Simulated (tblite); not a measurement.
# C12H26O: the cost of one run

Computed with tblite 0.8.0 (tight binding) and PySCF 2.14.0 (DFT, with response routines of our own); each step states its level. Atoms count from 0 throughout.

## 1. The starting structure

39 atoms, charge 0, multiplicity 1; geometry from: MMFF94s geometry.

Bonds of the start (Å): C0–C1 1.51, C0–H13 1.09, C0–H14 1.11, C0–H15 1.09, C10–H33 1.10, C10–H34 1.09, C10–H35 1.10, C12–H36 1.10, C12–H37 1.09, C12–H38 1.10, C1–C2 1.56, C1–H16 1.09, C1–H17 1.10, C2–C3 1.52, C2–C4 1.54, C2–H18 1.11, C3–H19 1.09, C3–H20 1.11, C3–H21 1.09, C4–C5 1.54, C4–H22 1.10, C4–H23 1.10, C5–C6 1.55, C5–H24 1.09 and more.

## 2. GFN2-xTB relaxation, conformer 1

What the job is given:

```
{"job": {"xc": "GFN2-xTB", "basis": "xTB", "kind": "relax"}, "charge": 0, "multiplicity": 1}
C     -4.301900    -0.139400    -0.941600
C     -2.799900    -0.247100    -0.851700
C     -2.260800    -0.363400     0.606800
C     -2.866300    -1.562400     1.325800
C     -0.726200    -0.464200     0.653100
C      0.019300     0.749900     0.059600
C      1.549200     0.645800     0.279000
C      2.249700    -0.585800    -0.328500
C      1.976500    -0.706400    -1.835900
C      3.765900    -0.556700    -0.097900
C      4.170100    -0.617000     1.362900
O     -0.462900     1.916600     0.742700
C     -0.355300     3.108900    -0.021800
H     -4.801500    -1.062800    -0.635600
H     -4.687300     0.692400    -0.317900
H     -4.606400     0.063400    -1.964500
H     -2.369200     0.640000    -1.318300
H     -2.464300    -1.123000    -1.427500
H     -2.578300     0.541500     1.159700
H     -3.943100    -1.467600     1.462900
H     -2.441800    -1.661300     2.342700
H     -2.667400    -2.496500     0.791300
H     -0.419300    -0.570000     1.708800
H     -0.424600    -1.383600     0.123400
H     -0.190100     0.839900    -1.004700
H      2.020600     1.546700    -0.101300
H      1.733100     0.673200     1.364900
H      1.856600    -1.495700     0.152800
H      2.277900     0.208200    -2.365200
H      2.524700    -1.544100    -2.263400
H      0.917300    -0.876800    -2.040700
H      4.196600     0.348000    -0.554700
H      4.227000    -1.412400    -0.612900
H      5.264100    -0.717100     1.457700
H      3.716800    -1.470800     1.860700
H      3.886900     0.298300     1.896300
H     -0.938800     3.021000    -0.955800
H     -0.750600     3.940200     0.555100
H      0.694800     3.324000    -0.269800
```

Launch:

```console
OMP_NUM_THREADS=1 python ens_run.py task.json out
```

One launch serves the whole session.

**Question.** How long does this first job take on 1 thread of Arm Neoverse V1, shared host?

About 3.9 s.
